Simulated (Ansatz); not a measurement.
# C4H7BrSi: the cost of one run

The runs use Ansatz 0.2.0, Gaussian basis; the settings change from run to run.

## (1) The molecule

The structure was relaxed beforehand with PBE0-D4 in a triple-zeta def2 set.

13 atoms, charge 0, spin multiplicity 1.

Atoms are counted from 1 here; the program's logs count them from 0.

Bond lengths: C1–C2 1.329 Å, C1–H7 1.086 Å, C1–H8 1.086 Å, C2–Si3 1.854 Å, C2–H9 1.091 Å, Si3–Br4 2.232 Å, Si3–C5 1.851 Å, Si3–H10 1.485 Å, C5–C6 1.330 Å, C5–H11 1.088 Å, C6–H12 1.086 Å, C6–H13 1.087 Å. Angles: C2–C1–H7 121.5°, C2–C1–H8 121.9°, H7–C1–H8 116.6°, C1–C2–Si3 125.7°, C1–C2–H9 118.3°, Si3–C2–H9 116.0°, C2–Si3–Br4 108.7°, C2–Si3–C5 112.0°, C2–Si3–H10 111.3°, Br4–Si3–C5 109.2°, Br4–Si3–H10 107.4°, C5–Si3–H10 108.1°, Si3–C5–C6 121.9°, Si3–C5–H11 119.1°, C6–C5–H11 119.0°, C5–C6–H12 122.2°, C5–C6–H13 121.7°, H12–C6–H13 116.1°.

## (2) RPA/def2-SVPD

This run has charge +1, multiplicity 2, high accuracy.

File in.yaml:

```yaml
crystal:
  periodic: [false, false, false]
  atoms:
    - {symbol: C, position_ang: [1.022061, -2.449071, -0.096217]}
    - {symbol: C, position_ang: [0.728832, -1.299978, 0.503258]}
    - {symbol: Si, position_ang: [0.516455, 0.337040, -0.341187]}
    - {symbol: Br, position_ang: [0.880411, 0.066072, -2.526894]}
    - {symbol: C, position_ang: [-1.179873, 1.032359, -0.087064]}
    - {symbol: C, position_ang: [-1.375945, 2.219060, 0.481480]}
    - {symbol: H, position_ang: [1.173131, -2.507203, -1.169974]}
    - {symbol: H, position_ang: [1.124431, -3.376602, 0.459667]}
    - {symbol: H, position_ang: [0.587599, -1.301664, 1.584616]}
    - {symbol: H, position_ang: [1.502125, 1.330974, 0.154043]}
    - {symbol: H, position_ang: [-2.043652, 0.447961, -0.398522]}
    - {symbol: H, position_ang: [-2.369976, 2.624769, 0.647985]}
    - {symbol: H, position_ang: [-0.545401, 2.841381, 0.803611]}
basis:
  gaussian: {orbitals: def2-SVPD}
total_charge: 1
magnetization: {spin_polarized: true, initial_magnetization: 1}
hamiltonian: {xc: {name: HF}}
correlation: {method: rpa}
accuracy: high
```

The run is started by

```console
> ansatz run in.yaml --threads 2 --pin off --events-out ev --progress --plain --max-ram 20480MiB --backend cpu
```

What time and memory should one allow on 2 threads of AMD EPYC 7R13, shared host?

About 3.2 min, with a peak of 1.6 GiB.
